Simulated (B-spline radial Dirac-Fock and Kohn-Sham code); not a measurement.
# Elastic scattering of positrons by Al

Aim: how strongly Al scatters positrons elastically, and to which angles, at 4 energies.

The numbers are computed with B-spline radial Dirac-Fock and Kohn-Sham code (version 3): Dirac partial waves in the static field of the Dirac-Fock density, no polarisation or absorption.

### Step 1. What is computed

Atomic aluminum, configuration 1s2 2s2 2p6 3s2 3p1.

```yaml
nuclear_charge: 13
electrons: 13
mass_number: 27
nuclear_rms_radius: 3.061 fm
```

### Step 2. 142.0 eV

Recorded inputs:

```ini
task = elastic
Z = 13
charge = 0
configuration = 1s2 2s2 2p6 3s2 3p1
mass_number = 27
rms_radius = 3.061  # fm
projectile = positron
energy = 142.0  # eV
theta = [0, 1, 2, 3, 5, 7, 10, 15, 20, 25, 30, 40, 50, 60, 70, 80, 90, 100, 110, 120, 130, 140, 150, 160, 170, 180]  # deg
```

From the run's result record (rounded, not every field):

```text
{
  "status": "converged",
  "sigma [bohr^2]": 13.28,
  "transport1 [bohr^2]": 1.745,
  "transport2 [bohr^2]": 3.403,
  "backward [bohr^2]": 0.3728,
  "dcs [bohr^2/sr]": [58.19, 57.77, 56.54, 54.57, 48.83, 41.62, 30.4, 15.85, 7.872, 4.105, 2.355, 1.001, 0.5223, 0.3073, 0.1983, 0.1381, 0.1023, 0.07978, 0.06496, 0.05486, 0.04783, 0.04292, 0.03953, 0.03732, 0.03606, 0.03565],
  "sherman": [0.0, 2.587e-07, 5.216e-07, 7.931e-07, 1.378e-06, 2.047e-06, 3.278e-06, 6.147e-06, 1.014e-05, 1.49e-05, 1.978e-05, 2.9e-05, 3.786e-05, 4.581e-05, 5.189e-05, 5.567e-05, 5.714e-05, 5.643e-05, 5.378e-05, 4.939e-05, 4.351e-05, 3.636e-05, 2.819e-05, 1.921e-05, 9.713e-06, 0.0],
  "phases_minus [rad]": [1.0, -1.278, -0.8212, -0.5547, -0.3825],
  "phases_plus [rad]": [0.0, -1.278, -0.8213, -0.5548, -0.3826],
  "partial_waves": 49
}
```

### Step 3. 5540 eV

Recorded inputs:

```ini
task = elastic
projectile = positron
energy = 5540.0  # eV
theta = [0, 1, 2, 3, 5, 7, 10, 15, 20, 25, 30, 40, 50, 60, 70, 80, 90, 100, 110, 120, 130, 140, 150, 160, 170, 180]  # deg
```

From the run's result record (rounded, not every field):

```text
{
  "status": "converged",
  "sigma [bohr^2]": 1.073,
  "transport1 [bohr^2]": 0.02065,
  "transport2 [bohr^2]": 0.04817,
  "backward [bohr^2]": 0.002439,
  "dcs [bohr^2/sr]": [115.3, 92.93, 53.88, 27.22, 7.598, 2.991, 1.143, 0.3574, 0.1408, 0.0651, 0.03409, 0.01214, 0.00546, 0.002877, 0.0017, 0.001097, 0.0007597, 0.0005577, 0.0004303, 0.0003468, 0.0002907, 0.0002526, 0.0002269, 0.0002105, 0.0002012, 0.0001983],
  "sherman": [0.0, 1.315e-06, 3.348e-06, 6.729e-06, 1.857e-05, 3.604e-05, 6.979e-05, 0.0001434, 0.000232, 0.0003276, 0.0004273, 0.00064, 0.0008647, 0.001083, 0.001276, 0.001427, 0.001526, 0.001566, 0.001544, 0.00146, 0.001318, 0.001124, 0.0008841, 0.0006096, 0.000311, 0.0],
  "phases_minus [rad]": [1.518, -1.113, -0.8535, -0.6873, -0.5691],
  "phases_plus [rad]": [0.0, -1.116, -0.8553, -0.6886, -0.5701],
  "partial_waves": 246
}
```

### Step 4. 8010 eV

The run's settings:

```ini
task = elastic
projectile = positron
energy = 8010.0  # eV
theta = [0, 1, 2, 3, 5, 7, 10, 15, 20, 25, 30, 40, 50, 60, 70, 80, 90, 100, 110, 120, 130, 140, 150, 160, 170, 180]  # deg
```

From the run's result record (rounded, not every field):

```text
{
  "status": "converged",
  "sigma [bohr^2]": 0.7844,
  "transport1 [bohr^2]": 0.01151,
  "transport2 [bohr^2]": 0.02735,
  "backward [bohr^2]": 0.001255,
  "dcs [bohr^2/sr]": [119.2, 88.07, 42.92, 18.87, 4.858, 1.959, 0.7474, 0.2166, 0.08045, 0.03598, 0.01846, 0.00643, 0.002865, 0.001502, 0.0008846, 0.0005693, 0.0003931, 0.0002878, 0.0002216, 0.0001782, 0.0001491, 0.0001294, 0.0001161, 0.0001076, 0.0001029, 0.0001014],
  "sherman": [0.0, 1.448e-06, 3.969e-06, 8.384e-06, 2.332e-05, 4.428e-05, 8.497e-05, 0.0001749, 0.0002836, 0.0004049, 0.0005384, 0.0008402, 0.001168, 0.001489, 0.001775, 0.002004, 0.002159, 0.002231, 0.002212, 0.002103, 0.001907, 0.001631, 0.001287, 0.0008893, 0.0004542, 0.0],
  "phases_minus [rad]": [-1.48, -1.029, -0.8026, -0.6572, -0.5529],
  "phases_plus [rad]": [0.0, -1.033, -0.8049, -0.6589, -0.5541],
  "partial_waves": 292
}
```

### Step 5. 39900 eV

Recorded inputs:

```ini
task = elastic
projectile = positron
energy = 39900.0  # eV
theta = [0, 1, 2, 3, 5, 7, 10, 15, 20, 25, 30, 40, 50, 60, 70, 80, 90, 100, 110, 120, 130, 140, 150, 160, 170, 180]  # deg
```

From the run's result record (rounded, not every field):

```text
{
  "status": "converged",
  "sigma [bohr^2]": 0.1914,
  "transport1 [bohr^2]": 0.0007574,
  "transport2 [bohr^2]": 0.001924,
  "backward [bohr^2]": 5.771e-05,
  "dcs [bohr^2/sr]": [141.7, 42.14, 8.115, 2.767, 0.7008, 0.2418, 0.06701, 0.01437, 0.004806, 0.002061, 0.001032, 0.0003468, 0.0001499, 7.642e-05, 4.39e-05, 2.763e-05, 1.871e-05, 1.346e-05, 1.021e-05, 8.105e-06, 6.707e-06, 5.767e-06, 5.139e-06, 4.738e-06, 4.514e-06, 4.445e-06],
  "sherman": [0.0, 1.839e-06, 7.077e-06, 1.56e-05, 4.095e-05, 7.842e-05, 0.0001569, 0.000348, 0.0006184, 0.0009644, 0.001376, 0.002359, 0.003485, 0.004669, 0.005816, 0.006835, 0.007635, 0.008146, 0.008313, 0.008103, 0.007505, 0.006531, 0.005223, 0.003644, 0.001873, 0.0],
  "phases_minus [rad]": [-0.9251, -0.6887, -0.5703, -0.4929, -0.4361],
  "phases_plus [rad]": [0.0, -0.6994, -0.5767, -0.4974, -0.4396],
  "partial_waves": 620
}
```

### Step 6. Collected

```csv
energy (eV),σ (bohr²),first transport (bohr²),σ / transport,backward share (%),partial waves
142.0,13.3,1.75,7.61,2.81,49
5540,1.07,0.0207,51.9,0.227,246
8010,0.784,0.0115,68.2,0.160,292
39900,0.191,7.57e-04,253,0.0302,620
```

### Step 7. Summary of results

| quantity | value |
| --- | --- |
| σ at 142.0 and 39900 eV | 13.3 and 0.191 bohr² |
| backward share there | 2.81 and 0.0302 % |
| largest Sherman function | 0.008 at 110°, 39900 eV |

It takes about 7.6 elastic collisions to lose the direction at 142.0 eV and 250 at 39900 eV (σ over the first transport cross section). The angular distributions show no deep diffraction minima on this grid. Spin polarisation by scattering stays small. Under about 200 eV a static field without polarisation is a poor model.
